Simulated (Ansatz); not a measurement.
# Ga11Sb12 zinc blende off sphere (Ga₁₁Sb₁₂H₃₂+): charged states by level of theory

What does removing or adding an electron cost or gain for Ga11Sb12 zinc blende off sphere (Ga₁₁Sb₁₂H₃₂+)? Each charged state is run at several levels.

Computed with Ansatz 0.2.0, Gaussian basis. Level: as each input shows.

Levels to be run: charge +2 doublet, at the geometry of the singlet (PBE0-D4/def2-TZVP, PBE-D4/def2-TZVP, BLYP-D4/def2-TZVP); charge 0 doublet, at the geometry of the singlet (PBE0-D4/def2-TZVP, PBE-D4/def2-TZVP, BLYP-D4/def2-TZVP); the starting singlet's energies come from earlier runs.

1 further run of the same task is left out (set aside as unsound or not needed). Runs told in other sessions of the task aren't counted.

## 1. The structure

The geometry is that of the singlet, from an earlier relaxation (PBE-D4/def2-SVP).

55 atoms, charge 1, spin multiplicity 1.

Atoms are counted from 1 here; the program's logs count them from 0.

Bond lengths: Ga1–Sb13 2.729 Å, Ga1–Sb14 2.717 Å, Ga1–H24 1.571 Å, Ga1–H25 1.575 Å, Ga2–Sb12 2.731 Å, Ga2–Sb16 2.729 Å, Ga2–H26 1.569 Å, Ga2–H27 1.568 Å, Ga3–Sb15 2.724 Å, Ga3–Sb17 2.713 Å, Ga3–H28 1.569 Å, Ga3–H29 1.582 Å, Ga4–Sb13 2.657 Å, Ga4–Sb18 2.689 Å, Ga4–Sb19 2.700 Å, Ga4–H30 1.573 Å, Ga5–Sb15 2.660 Å, Ga5–Sb18 2.704 Å and more. Angles: Sb13–Ga1–Sb14 96.7°, Sb13–Ga1–H24 107.2°, Sb13–Ga1–H25 104.8°, Sb14–Ga1–H24 108.2°, Sb14–Ga1–H25 106.5°, H24–Ga1–H25 128.8°, Sb12–Ga2–Sb16 97.3°, Sb12–Ga2–H26 106.0°, Sb12–Ga2–H27 105.3°, Sb16–Ga2–H26 106.8°, Sb16–Ga2–H27 105.2°, H26–Ga2–H27 131.3°, Sb15–Ga3–Sb17 96.0°, Sb15–Ga3–H28 108.5°, Sb15–Ga3–H29 104.0°, Sb17–Ga3–H28 111.5°, Sb17–Ga3–H29 104.3°, H28–Ga3–H29 127.8° and more.

Sb takes a core potential in the def2 sets. No spin-orbit coupling is included. The ion is computed in the gas phase, without counter-ions or solvent.

## 2. Charge +2 doublet at the fixed geometry, PBE0-D4/def2-TZVP

File in.yaml:

```yaml
crystal:
  periodic: [false, false, false]
  atoms:
    - {symbol: Ga, position_ang: [-5.195498, 1.755089, -0.563898]}
    - {symbol: Ga, position_ang: [-2.502278, -4.059052, 2.869574]}
    - {symbol: Ga, position_ang: [1.061645, -4.487308, -0.613626]}
    - {symbol: Ga, position_ang: [-2.003849, 2.101096, -3.923225]}
    - {symbol: Ga, position_ang: [1.400364, -1.274178, -3.923928]}
    - {symbol: Ga, position_ang: [-1.718083, -1.076831, -0.935790]}
    - {symbol: Ga, position_ang: [-1.515986, 1.655022, 2.667785]}
    - {symbol: Ga, position_ang: [1.412311, -1.285669, 1.963228]}
    - {symbol: Ga, position_ang: [1.391303, 1.821200, -0.816455]}
    - {symbol: Ga, position_ang: [4.658739, -0.958199, -0.621192]}
    - {symbol: Ga, position_ang: [4.321750, 2.514048, 2.978505]}
    - {symbol: Sb, position_ang: [-3.243783, -2.443233, 0.796178]}
    - {symbol: Sb, position_ang: [-3.352808, 0.588742, -2.205079]}
    - {symbol: Sb, position_ang: [-3.419745, 2.848039, 1.177291]}
    - {symbol: Sb, position_ang: [-0.135001, -2.700976, -2.286263]}
    - {symbol: Sb, position_ang: [-0.203099, -2.745970, 3.530057]}
    - {symbol: Sb, position_ang: [2.899233, -2.757698, 0.381504]}
    - {symbol: Sb, position_ang: [-0.343272, 0.384009, -5.158603]}
    - {symbol: Sb, position_ang: [-0.175937, 3.340609, -2.369888]}
    - {symbol: Sb, position_ang: [2.886151, 0.241804, -2.309446]}
    - {symbol: Sb, position_ang: [-0.212134, 0.377867, 0.686888]}
    - {symbol: Sb, position_ang: [2.830536, 0.318074, 3.587678]}
    - {symbol: Sb, position_ang: [2.837625, 3.348147, 0.826293]}
    - {symbol: H, position_ang: [-5.868374, 2.920058, -1.375965]}
    - {symbol: H, position_ang: [-5.880946, 0.554659, 0.190110]}
    - {symbol: H, position_ang: [-3.529812, -3.783208, 4.022925]}
    - {symbol: H, position_ang: [-2.032526, -5.397290, 2.201969]}
    - {symbol: H, position_ang: [1.736048, -5.606510, -1.481734]}
    - {symbol: H, position_ang: [0.018013, -4.669097, 0.561570]}
    - {symbol: H, position_ang: [-2.761001, 3.093790, -4.880199]}
    - {symbol: H, position_ang: [2.223857, -2.068174, -5.006671]}
    - {symbol: H, position_ang: [-2.198333, 0.491865, 3.497143]}
    - {symbol: H, position_ang: [-0.523627, 2.737695, 3.250818]}
    - {symbol: H, position_ang: [5.776388, -1.653194, -1.474323]}
    - {symbol: H, position_ang: [4.845206, 0.114112, 0.528471]}
    - {symbol: H, position_ang: [5.647203, 1.973275, 2.340193]}
    - {symbol: H, position_ang: [4.068084, 3.586591, 4.095302]}
    - {symbol: H, position_ang: [-4.430515, -3.240100, -0.153014]}
    - {symbol: H, position_ang: [-4.279950, -1.209699, 1.383451]}
    - {symbol: H, position_ang: [-4.190147, -0.441266, -3.299015]}
    - {symbol: H, position_ang: [-4.297699, 3.955773, 2.150200]}
    - {symbol: H, position_ang: [-2.569177, 4.047598, 0.286609]}
    - {symbol: H, position_ang: [-1.205731, -3.513585, -3.358784]}
    - {symbol: H, position_ang: [0.848335, -3.862195, 4.301106]}
    - {symbol: H, position_ang: [-0.476560, -1.761986, 4.908674]}
    - {symbol: H, position_ang: [3.776468, -3.645436, 1.565920]}
    - {symbol: H, position_ang: [-1.363806, -0.577007, -6.145245]}
    - {symbol: H, position_ang: [0.443546, 1.222081, -6.432941]}
    - {symbol: H, position_ang: [0.799144, 4.362891, -3.343041]}
    - {symbol: H, position_ang: [-0.920396, 4.566682, -1.431415]}
    - {symbol: H, position_ang: [3.699580, 1.337595, -3.356626]}
    - {symbol: H, position_ang: [1.727136, 0.737682, 4.833405]}
    - {symbol: H, position_ang: [3.805675, -0.724776, 4.539406]}
    - {symbol: H, position_ang: [1.703788, 4.543885, 1.303202]}
    - {symbol: H, position_ang: [3.769346, 4.371458, -0.188286]}
basis:
  gaussian: {orbitals: def2-TZVP, fitting: {mean_field: def2-universal-jkfit}}
total_charge: 2
magnetization: {spin_polarized: true, initial_magnetization: 1}
hamiltonian: {xc: pbe0, dispersion: d4}
scf: {omitted_lower_state_checks: [starts]}
output: {orbitals: {seedname: orbitals}}
```

On the command line:

```
$ ansatz run in.yaml --threads 11 --pin off --events-out ev --progress --plain --max-ram 174080MiB --backend cuda --devices 0, --max-vram 75GiB
```

Output:

```text
Functional definition: PBE0
  name "PBE0"
  cite "Adamo & Barone, J. Chem. Phys. 110, 6158 (1999) doi:10.1063/1.478522"
  cite "Perdew, Burke & Ernzerhof, Phys. Rev. Lett. 77, 3865 (1996) doi:10.1103/PhysRevLett.77.3865"
  parent pbe
  parameter a = 0.25
  parameter kappa = 0.804
  parameter beta = 0.06672455060314922
  exchange = (1 - a)*pbe_x(kappa = kappa, mu = beta*pi^2/3) + a*exact_x
  correlation = pbe_c(beta = beta)
these checks for a lower state are left out or cut short: starts
6118 factors; integrals over basis functions are off by at most 6.9e-1 eV
mean field evaluation 1: about -655049.0018 eV, gradient 5.0e1 eV
mean field evaluation 2: about -655037.3024 eV, gradient 7.4e1 eV
mean field evaluation 4: about -655055.2294 eV, gradient 6.2e0 eV
mean field evaluation 8: about -655055.4619 eV, gradient 1.3e0 eV
mean field evaluation 16: about -655055.4963 eV, gradient 7.4e-2 eV
mean field evaluation 32: about -655055.4984 eV, gradient 1.8e-3 eV
mean field -655055.49838248 eV, -24072.8455529921 hartree, gradient 9.0e-6 eV, S^2 0.754792; 0 other end points of the search recorded, 0 dependent functions left out
reference -655055.49849072 eV, -24072.8455569699 hartree; 324, 323 occupied and 996, 997 virtual orbitals, 6118 factors
Total energy: -655060.10069021 eV, -24073.0146846816 hartree
Checks for a lower state left out: starts
```

Run time: 78 s. Hardware: 1 × H100 with 11 threads of AMD EPYC 7R13, shared host; peak host memory 2.6 GiB.

HOMO -11.67 eV, LUMO -10.80 eV (over both spins); ⟨S²⟩ 0.755 (pure: 0.75).

## 3. Charge +2 doublet at the fixed geometry, PBE-D4/def2-TZVP

start.molden holds the orbitals of an earlier run on this state, given as this run's starting guess.

in.yaml: that of step 2 with these lines changed.

```diff
@@ -59,6 +59,6 @@
 basis:
-  gaussian: {orbitals: def2-TZVP, fitting: {mean_field: def2-universal-jkfit}}
+  gaussian: {orbitals: def2-TZVP, fitting: {mean_field: def2-universal-jkfit}, initial_orbitals: start.molden}
 total_charge: 2
 magnetization: {spin_polarized: true, initial_magnetization: 1}
-hamiltonian: {xc: pbe0, dispersion: d4}
+hamiltonian: {xc: pbe, dispersion: d4}
 scf: {omitted_lower_state_checks: [starts]}
```

The command is unchanged.

Output:

```text
Functional definition: PBE
  name "PBE"
  cite "Perdew, Burke & Ernzerhof, Phys. Rev. Lett. 77, 3865 (1996) doi:10.1103/PhysRevLett.77.3865"
  parent pbe
  parameter kappa = 0.804
  parameter beta = 0.06672455060314922
  exchange = pbe_x(kappa = kappa, mu = beta*pi^2/3)
  correlation = pbe_c(beta = beta)
these checks for a lower state are left out or cut short: starts
6118 factors; integrals over basis functions are off by at most 6.9e-1 eV
mean field evaluation 1: about -655037.7494 eV, gradient 2.1e1 eV
mean field evaluation 2: about -655038.8621 eV, gradient 1.2e0 eV
mean field evaluation 4: about -655038.9089 eV, gradient 1.5e-1 eV
mean field evaluation 8: about -655038.9164 eV, gradient 5.0e-2 eV
mean field evaluation 16: about -655038.9167 eV, gradient 2.2e-5 eV
mean field -655038.91671170 eV, -24072.2361878302 hartree, gradient 2.7e-6 eV, S^2 0.750897; 0 other end points of the search recorded, 0 dependent functions left out
reference -655038.91685481 eV, -24072.2361930893 hartree; 324, 323 occupied and 996, 997 virtual orbitals, 6118 factors
Total energy: -655043.87396771 eV, -24072.4183636286 hartree
Checks for a lower state left out: starts
```

Run time: 32 s. Hardware: 1 × H100 with 11 threads of AMD EPYC 7R13, shared host; peak host memory 2.4 GiB.

Report: HOMO -10.81 eV, LUMO -10.79 eV (over both spins); ⟨S²⟩ 0.751 (pure: 0.75).

## 4. Charge +2 doublet at the fixed geometry, BLYP-D4/def2-TZVP

in.yaml: that of step 3 with these lines changed.

```diff
@@ -62,3 +62,3 @@
 magnetization: {spin_polarized: true, initial_magnetization: 1}
-hamiltonian: {xc: pbe, dispersion: d4}
+hamiltonian: {xc: {name: BLYP}, dispersion: d4}
 scf: {omitted_lower_state_checks: [starts]}
```

Same command.

Output (excerpt; [...] marks lines left out):

```text
Functional definition: BLYP
  name "BLYP"
  cite "Becke, Phys. Rev. A 38, 3098 (1988) doi:10.1103/PhysRevA.38.3098"
  cite "Lee, Yang & Parr, Phys. Rev. B 37, 785 (1988) doi:10.1103/PhysRevB.37.785"
[...]
6118 factors; integrals over basis functions are off by at most 6.9e-1 eV
[...]
mean field -655128.43825729 eV, -24075.5260439510 hartree, gradient 2.1e-6 eV, S^2 0.750734; 0 other end points of the search recorded, 0 dependent functions left out
reference -655128.43934426 eV, -24075.5260838964 hartree; 324, 323 occupied and 996, 997 virtual orbitals, 6118 factors
Total energy: -655138.00997997 eV, -24075.8777982713 hartree
Checks for a lower state left out: starts
```

Wall time 31 s (1 × H100 with 11 threads of AMD EPYC 7R13, shared host); peak host memory 2.4 GiB.

From the report: HOMO -10.66 eV, LUMO -10.64 eV (over both spins); ⟨S²⟩ 0.751 (pure: 0.75).

## 5. Vertical ionisation energy

Charged state less starting state, singlet to doublet; the starting state's energies are those of its earlier runs.

| level | vertical ionisation energy (eV) | time |
| --- | --- | --- |
| PBE-D4/def2-TZVP | +9.59 | 45 s |
| BLYP-D4/def2-TZVP | +9.50 | 49 s |
| PBE0-D4/def2-TZVP | +9.99 | 1.8 min |

Times add the two runs; a level without a time comes out of a correlated run.

Beside −ε(HOMO) of the starting state:

| level | −ε(HOMO) (eV) | by difference (eV) | mismatch (eV) |
| --- | --- | --- | --- |
| PBE-D4/def2-TZVP | 8.22 | 9.59 | -1.37 |
| BLYP-D4/def2-TZVP | 8.06 | 9.50 | -1.43 |
| PBE0-D4/def2-TZVP | 9.06 | 9.99 | -0.93 |

## 6. Charge 0 doublet at the fixed geometry, PBE0-D4/def2-TZVP

in.yaml: that of step 4 with these lines changed.

```diff
@@ -59,6 +59,5 @@
 basis:
-  gaussian: {orbitals: def2-TZVP, fitting: {mean_field: def2-universal-jkfit}, initial_orbitals: start.molden}
-total_charge: 2
+  gaussian: {orbitals: def2-TZVP, fitting: {mean_field: def2-universal-jkfit}}
 magnetization: {spin_polarized: true, initial_magnetization: 1}
-hamiltonian: {xc: {name: BLYP}, dispersion: d4}
+hamiltonian: {xc: pbe0, dispersion: d4}
 scf: {omitted_lower_state_checks: [starts]}
```

Launched as before.

Output (excerpt; [...] marks lines left out):

```text
Functional definition: PBE0
  name "PBE0"
  cite "Adamo & Barone, J. Chem. Phys. 110, 6158 (1999) doi:10.1063/1.478522"
  cite "Perdew, Burke & Ernzerhof, Phys. Rev. Lett. 77, 3865 (1996) doi:10.1103/PhysRevLett.77.3865"
  parent pbe
[...]
6118 factors; integrals over basis functions are off by at most 6.9e-1 eV
[...]
mean field -655069.10915872 eV, -24073.3457397932 hartree, gradient 5.2e-6 eV, S^2 0.753028; 0 other end points of the search recorded, 0 dependent functions left out
reference -655069.10926583 eV, -24073.3457437293 hartree; 325, 324 occupied and 995, 996 virtual orbitals, 6118 factors
Total energy: -655073.84195952 eV, -24073.5196670146 hartree
Checks for a lower state left out: starts
```

Run time: 68 s. Hardware: 1 × H100 with 11 threads of AMD EPYC 7R13, shared host; peak host memory 2.6 GiB.

Report: HOMO -2.86 eV, LUMO -1.99 eV (over both spins); ⟨S²⟩ 0.753 (pure: 0.75).

## 7. Charge 0 doublet at the fixed geometry, PBE-D4/def2-TZVP

in.yaml: that of step 6 with these lines changed.

```diff
@@ -59,5 +59,5 @@
 basis:
-  gaussian: {orbitals: def2-TZVP, fitting: {mean_field: def2-universal-jkfit}}
+  gaussian: {orbitals: def2-TZVP, fitting: {mean_field: def2-universal-jkfit}, initial_orbitals: start.molden}
 magnetization: {spin_polarized: true, initial_magnetization: 1}
-hamiltonian: {xc: pbe0, dispersion: d4}
+hamiltonian: {xc: pbe, dispersion: d4}
 scf: {omitted_lower_state_checks: [starts]}
```

The command is unchanged.

Output:

```text
Functional definition: PBE
  name "PBE"
  cite "Perdew, Burke & Ernzerhof, Phys. Rev. Lett. 77, 3865 (1996) doi:10.1103/PhysRevLett.77.3865"
  parent pbe
  parameter kappa = 0.804
  parameter beta = 0.06672455060314922
  exchange = pbe_x(kappa = kappa, mu = beta*pi^2/3)
  correlation = pbe_c(beta = beta)
these checks for a lower state are left out or cut short: starts
6118 factors; integrals over basis functions are off by at most 6.9e-1 eV
mean field evaluation 1: about -655051.2068 eV, gradient 2.1e1 eV
mean field evaluation 2: about -655052.3190 eV, gradient 1.3e0 eV
mean field evaluation 4: about -655052.3621 eV, gradient 1.4e-1 eV
mean field evaluation 8: about -655052.3634 eV, gradient 2.3e-5 eV
mean field evaluation 16: about -655052.3634 eV, gradient 3.6e-6 eV
mean field -655052.36341298 eV, -24072.7303449878 hartree, gradient 3.6e-6 eV, S^2 0.751122; 0 other end points of the search recorded, 0 dependent functions left out
reference -655052.36355564 eV, -24072.7303502305 hartree; 325, 324 occupied and 995, 996 virtual orbitals, 6118 factors
Total energy: -655057.46318372 eV, -24072.9177581060 hartree
Checks for a lower state left out: starts
```

It took 26 s on 1 × H100 with 11 threads of AMD EPYC 7R13, shared host; peak host memory 2.4 GiB.

From the report: HOMO -2.72 eV, LUMO -2.61 eV (over both spins); ⟨S²⟩ 0.751 (pure: 0.75).

## 8. Charge 0 doublet at the fixed geometry, BLYP-D4/def2-TZVP

in.yaml: that of step 7 with these lines changed.

```diff
@@ -61,3 +61,3 @@
 magnetization: {spin_polarized: true, initial_magnetization: 1}
-hamiltonian: {xc: pbe, dispersion: d4}
+hamiltonian: {xc: {name: BLYP}, dispersion: d4}
 scf: {omitted_lower_state_checks: [starts]}
```

The command is unchanged.

Output (excerpt; [...] marks lines left out):

```text
Functional definition: BLYP
  name "BLYP"
  cite "Becke, Phys. Rev. A 38, 3098 (1988) doi:10.1103/PhysRevA.38.3098"
  cite "Lee, Yang & Parr, Phys. Rev. B 37, 785 (1988) doi:10.1103/PhysRevB.37.785"
[...]
6118 factors; integrals over basis functions are off by at most 6.9e-1 eV
[...]
mean field -655141.61278654 eV, -24076.0101989709 hartree, gradient 4.7e-6 eV, S^2 0.750723; 0 other end points of the search recorded, 0 dependent functions left out
reference -655141.61389538 eV, -24076.0102397198 hartree; 325, 324 occupied and 995, 996 virtual orbitals, 6118 factors
Total energy: -655151.45869500 eV, -24076.3720294328 hartree
Checks for a lower state left out: starts
```

It took 29 s on 1 × H100 with 11 threads of AMD EPYC 7R13, shared host; peak host memory 2.4 GiB.

From the report: HOMO -2.58 eV, LUMO -2.54 eV (over both spins); ⟨S²⟩ 0.751 (pure: 0.75).

## 9. Vertical electron affinity

Starting state less charged state (positive: the electron is bound), singlet to doublet; the starting state's energies are those of its earlier runs.

| level | vertical electron affinity (eV) | time |
| --- | --- | --- |
| PBE-D4/def2-TZVP | +4.00 | 40 s |
| BLYP-D4/def2-TZVP | +3.95 | 47 s |
| PBE0-D4/def2-TZVP | +3.75 | 95 s |

Times add the two runs; a level without a time comes out of a correlated run.

Beside −ε(LUMO) of the starting state:

| level | −ε(LUMO) (eV) | by difference (eV) | mismatch (eV) |
| --- | --- | --- | --- |
| PBE-D4/def2-TZVP | 5.16 | 4.00 | +1.16 |
| BLYP-D4/def2-TZVP | 5.08 | 3.95 | +1.13 |
| PBE0-D4/def2-TZVP | 4.50 | 3.75 | +0.75 |

## 10. Summary of results

| quantity | value |
| --- | --- |
| vertical ionisation energy, functionals in def2-TZVP | 9.50 (BLYP-D4) to 9.99 eV (PBE0-D4) |
| vertical electron affinity, functionals in def2-TZVP | 3.75 (PBE0-D4) to 4.00 eV (PBE-D4) |

The vertical ionisation energy spans 9.50 to 9.99 eV over the functionals. −ε(HOMO) misses the level's own difference by -0.93 eV at best (PBE0-D4) and -1.43 eV at worst (BLYP-D4). The vertical electron affinity spans 3.75 to 4.00 eV over the functionals. −ε(LUMO) misses the level's own difference by +0.75 eV at best (PBE0-D4) and +1.16 eV at worst (PBE-D4).
